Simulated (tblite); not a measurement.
# Al25H10N25 ((5,0) AlN nanotube piece): the cost of one run

Computed with tblite 0.8.0 and PySCF 2.14.0 and routines of our own; the level stands in each step. Atoms count from 0.

## (1) The starting structure

60 atoms, charge 0, multiplicity 1; geometry from: force field, distance geometry or constructed start.

## (2) Relaxing the molecule with GFN2-xTB

The job: settings as JSON, then the geometry in Å.

```
{"job": {"kind": "relax", "xc": "GFN2-xTB", "basis": "xTB"}, "charge": 0, "multiplicity": 1}
N      2.015800     1.459200    -3.194400
Al     2.007700     1.463600    -5.003100
N      0.773300     2.361700    -5.896900
N     -0.768800     2.368400    -3.199000
Al    -0.769100     2.362800    -4.992800
N     -2.014200     1.460500    -5.900500
N     -2.485600     0.001700    -3.196100
Al    -2.482300     0.002700    -4.994700
N     -2.008200    -1.463100    -5.898300
N     -0.770900    -2.364800    -3.191200
Al    -0.770200    -2.365200    -4.998300
N      0.765600    -2.366000    -5.897900
N      2.007500    -1.460300    -3.187800
Al     2.013100    -1.461600    -4.998900
N      2.483500     0.005100    -5.897700
Al     2.483800     0.000600    -2.284800
N      2.011300     1.462900     2.218300
Al     2.009800     1.457600     0.413000
N      0.767500     2.365800    -0.485200
Al     0.770900     2.364900    -2.288400
N     -0.770400     2.367800     2.218900
Al    -0.769000     2.365500     0.413800
N     -2.007500     1.465600    -0.481100
Al    -2.015100     1.456700    -2.292600
N     -2.485200     0.002600     2.218300
Al    -2.491800    -0.000900     0.416500
N     -2.010200    -1.458700    -0.488400
Al    -2.011500    -1.460400    -2.289900
N     -0.767500    -2.363600     2.215400
Al    -0.767000    -2.363600     0.417400
N      0.771700    -2.363400    -0.488800
Al     0.766200    -2.362700    -2.290900
N      2.009900    -1.460900     2.215500
Al     2.013000    -1.462300     0.417700
N      2.486900     0.001800    -0.491000
Al     2.486200     0.002200     3.116200
Al     2.010100     1.461100     5.820100
N      0.769000     2.366500     4.919900
Al     0.769200     2.360100     3.119000
Al    -0.772900     2.367400     5.825400
N     -2.011000     1.458700     4.926300
Al    -2.005000     1.455400     3.122800
Al    -2.480800     0.001000     5.820600
N     -2.008300    -1.461500     4.920700
Al    -2.014600    -1.459300     3.121500
Al    -0.770000    -2.362400     5.820800
N      0.770500    -2.363900     4.921900
Al     0.767800    -2.361400     3.121400
Al     2.012500    -1.460600     5.824400
N      2.487600     0.000700     4.924500
H      0.916900     2.817500    -6.815100
H     -2.396300     1.747100    -6.818500
H     -2.403300    -1.746200    -6.818100
H      0.914400    -2.826400    -6.821200
H      2.970900    -0.000900    -6.816700
H      2.590800     1.885700     7.187500
H     -0.983200     3.040600     7.185000
H     -3.200400     0.007600     7.186200
H     -0.989700    -3.047000     7.190900
H      2.590400    -1.880700     7.185900
```

The run is started by

```bash
$ OMP_NUM_THREADS=8 python large_run.py task.json out
```

This one command runs all jobs of the session in turn.

Q: Estimate the wall time and peak memory of this first job on 8 threads of Arm Neoverse V1, shared host.

About 19 s, with a peak of 0.18 GiB.
